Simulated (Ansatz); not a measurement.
# CH₅ClNSi radical: small, medium and large basis sets

One table from this session's results is given with a row withheld; the runs are named, their logs left out.

Method: one geometry, several basis sets; program: Ansatz 0.2.0, Gaussian basis.

Plan: PBE0-D4/def2-SVP; ωB97M-V/def2-SVP; PBE0-D4/def2-QZVPP; ωB97M-V/def2-QZVPP; CCSD(T)/cc-pV(D+d)Z; CCSD(T)/cc-pV(T+d)Z; MP2/cc-pV(Q+d)Z; the functionals' def2-TZVPP values are taken from earlier runs.

## Structure used throughout

The geometry comes from an earlier relaxation with PBE0-D4 in a triple-zeta def2 set; it is a stationary point, not always the lowest conformer.

SMILES `C[N][SiH2]Cl`, 9 atoms, charge 0, spin multiplicity 2.

Atoms are counted from 1 here; the program's logs count them from 0.

Bond lengths: C1–N2 1.421 Å, C1–H5 1.100 Å, C1–H6 1.103 Å, C1–H7 1.095 Å, N2–Si3 1.730 Å, Si3–Cl4 2.044 Å, Si3–H8 1.485 Å, Si3–H9 1.486 Å. Angles: N2–C1–H5 115.6°, N2–C1–H6 107.9°, N2–C1–H7 110.9°, H5–C1–H6 106.4°, H5–C1–H7 109.5°, H6–C1–H7 106.0°, C1–N2–Si3 121.0°, N2–Si3–Cl4 109.2°, N2–Si3–H8 109.2°, N2–Si3–H9 111.6°, Cl4–Si3–H8 108.1°, Cl4–Si3–H9 107.8°, H8–Si3–H9 110.9°.

As a file:

```xyz
9
charge 0, multiplicity 2
C     0.49375    1.34152    0.14049
N     0.62877   -0.02101    0.52177
Si   -0.41564   -1.23740   -0.12918
Cl    0.31951   -3.08248    0.35452
H     0.13431    1.51418   -0.88429
H    -0.24469    1.81004    0.81269
H     1.43093    1.88537    0.29530
H    -1.76241   -1.10143    0.48225
H    -0.49593   -1.15519   -1.61065
```

Set-up of the first run:

Contents of in.yaml:

```yaml
crystal:
  periodic: [false, false, false]
  atoms:
    - {symbol: C, position_ang: [0.493751, 1.341524, 0.140487]}
    - {symbol: N, position_ang: [0.628773, -0.021010, 0.521769]}
    - {symbol: Si, position_ang: [-0.415641, -1.237400, -0.129180]}
    - {symbol: Cl, position_ang: [0.319507, -3.082479, 0.354521]}
    - {symbol: H, position_ang: [0.134306, 1.514180, -0.884288]}
    - {symbol: H, position_ang: [-0.244689, 1.810035, 0.812691]}
    - {symbol: H, position_ang: [1.430930, 1.885366, 0.295301]}
    - {symbol: H, position_ang: [-1.762412, -1.101425, 0.482250]}
    - {symbol: H, position_ang: [-0.495926, -1.155191, -1.610651]}
basis:
  gaussian: {orbitals: def2-SVP}
magnetization: {spin_polarized: true, initial_magnetization: 1}
hamiltonian: {xc: pbe0, dispersion: d4}
output: {orbitals: {seedname: orbitals}}
```

Started as:

```console
ansatz run in.yaml --threads 2 --pin off --events-out ev --progress --plain --max-ram 20480MiB --backend cpu
```

Steps of the session up to this table: PBE0-D4 in def2-SVP; ωB97M-V in def2-SVP; PBE0-D4 in def2-QZVPP; ωB97M-V in def2-QZVPP.

One of the session's tables, all rows but one given; the rest of the session is left out.

```
functional       basis  HOMO (eV)  LUMO (eV)
   PBE0-D4    def2-SVP      -7.27      -3.09
   PBE0-D4  def2-TZVPP      -7.44      -3.25
   PBE0-D4  def2-QZVPP      -7.48      -3.29
   ωB97M-V    def2-SVP          ?          ?
   ωB97M-V  def2-TZVPP      -9.79      -1.20
   ωB97M-V  def2-QZVPP      -9.83      -1.26
```

Estimate the missing values for ωB97M-V, def2-SVP.

**Answer.** HOMO (eV): -9.59; LUMO (eV): -0.97. In the column «HOMO (eV)» it lies between ωB97M-V, def2-TZVPP (-9.79) and PBE0-D4, def2-QZVPP (-7.48).
